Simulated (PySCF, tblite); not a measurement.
# C₇H₉O₂P: geometry, infrared bands and NMR shifts

Wanted: the infrared bands and NMR shifts of C₇H₉O₂P (`C[C@@H]1C[P@]1(=O)c1ccco1`), by calculation.

The runs use tblite 0.8.0 and PySCF 2.14.0, with density-fitted response routines of our own; the level of theory stands in each step. All values are computed, except where a source is named. Atoms count from 0, in the outputs and in this text.

## Step 1: The molecule as given

19 atoms, charge 0, multiplicity 1; geometry from: force field or distance geometry start.

Bonds of the start (Å): C0–C1 1.48, C1–C2 1.54, C2–P3 1.83, P3–O4 1.52, P3–C5 1.78, C5–C6 1.39, C6–C7 1.39, C7–C8 1.37, C8–O9 1.32, P3–C1 1.79, O9–C5 1.31, C0–H10 1.09, C0–H11 1.13, C0–H12 1.11, C1–H13 1.12, C2–H14 1.11, C2–H15 1.12, C6–H16 1.07, C7–H17 1.08, C8–H18 1.09.

## Step 2: Relaxing the molecule with GFN2-xTB

Job settings and geometry (Å):

```
{"job": {"kind": "relax", "xc": "GFN2-xTB", "basis": "xTB"}, "charge": 0, "multiplicity": 1}
C     -2.200700     1.192600    -0.188000
C     -2.079600    -0.282500    -0.122000
C     -1.556700    -0.870800     1.203900
P     -0.517300    -1.133000    -0.284600
O     -0.523800    -2.558700    -0.816500
C      1.035600    -0.266900    -0.236500
C      2.262900    -0.838000    -0.560200
C      3.218800     0.153600    -0.397700
C      2.543300     1.278800     0.007400
O      1.255300     0.980900     0.094000
H     -1.414800     1.772800     0.306600
H     -3.150100     1.454200     0.358400
H     -2.378300     1.497200    -1.238000
H     -2.945100    -0.882100    -0.507700
H     -1.082200    -0.187200     1.942600
H     -2.124100    -1.736900     1.632400
H      2.382800    -1.862100    -0.857900
H      4.277200     0.051600    -0.567800
H      2.987000     2.245600     0.224200
```

Command:

```
OMP_NUM_THREADS=1 python probes_run.py task.json out
```

This one command runs all jobs of the session in turn.

**Question.** This job is followed by: GFN2-xTB harmonic vibrations, gas phase; GIAO PBE0/pcSseg-1 NMR shielding, non-relativistic, gas phase. Predict these results of the whole session: strongest single infrared mode (GFN2-xTB); zero-point energy (GFN2-xTB); 13C shifts against TMS (PBE0/pcSseg-1); 1H shifts against TMS (PBE0/pcSseg-1, means over atoms taken as alike); 31P shifts against H3PO4 (PBE0/pcSseg-1); 17O shifts against H2O (PBE0/pcSseg-1).

The runs gave:

```
                                                              quantity                                             value
                             strongest single infrared mode (GFN2-xTB)                             1266 cm⁻¹, 150 km/mol
                                          zero-point energy (GFN2-xTB)                                     90.5 kcal/mol
                                13C shifts against TMS (PBE0/pcSseg-1)  153.5, 148.4, 135.0, 119.2, 25.3, 21.7, 15.3 ppm
1H shifts against TMS (PBE0/pcSseg-1, means over atoms taken as alike)      7.83, 7.80, 6.88, 2.26, 2.14, 1.34, 0.91 ppm
                              31P shifts against H3PO4 (PBE0/pcSseg-1)                                         -78.0 ppm
                                17O shifts against H2O (PBE0/pcSseg-1)                                   301.7, 23.7 ppm
```

In words: Over 83 steps the energy fell by 0.578 eV; of the close pairs, P3–O4 changed most, 1.522 to 1.468 Å. All 51 modes are real, so the xTB geometry is a minimum. The strongest single mode, at 1266 cm⁻¹, is spread over several atoms, O4, P3, C1, H13 among them. Unscaled tight-binding wavenumbers are off by several per cent, some by more. Its intensities can rank the bands wrongly. At PBE0/pcSseg-1: The widest tensor belongs to P3: span 432 ppm, with a paramagnetic part of -567 ppm. NICS(1)zz of -27 ppm above the planar ring from C5 marks a diatropic (aromatic) ring current.
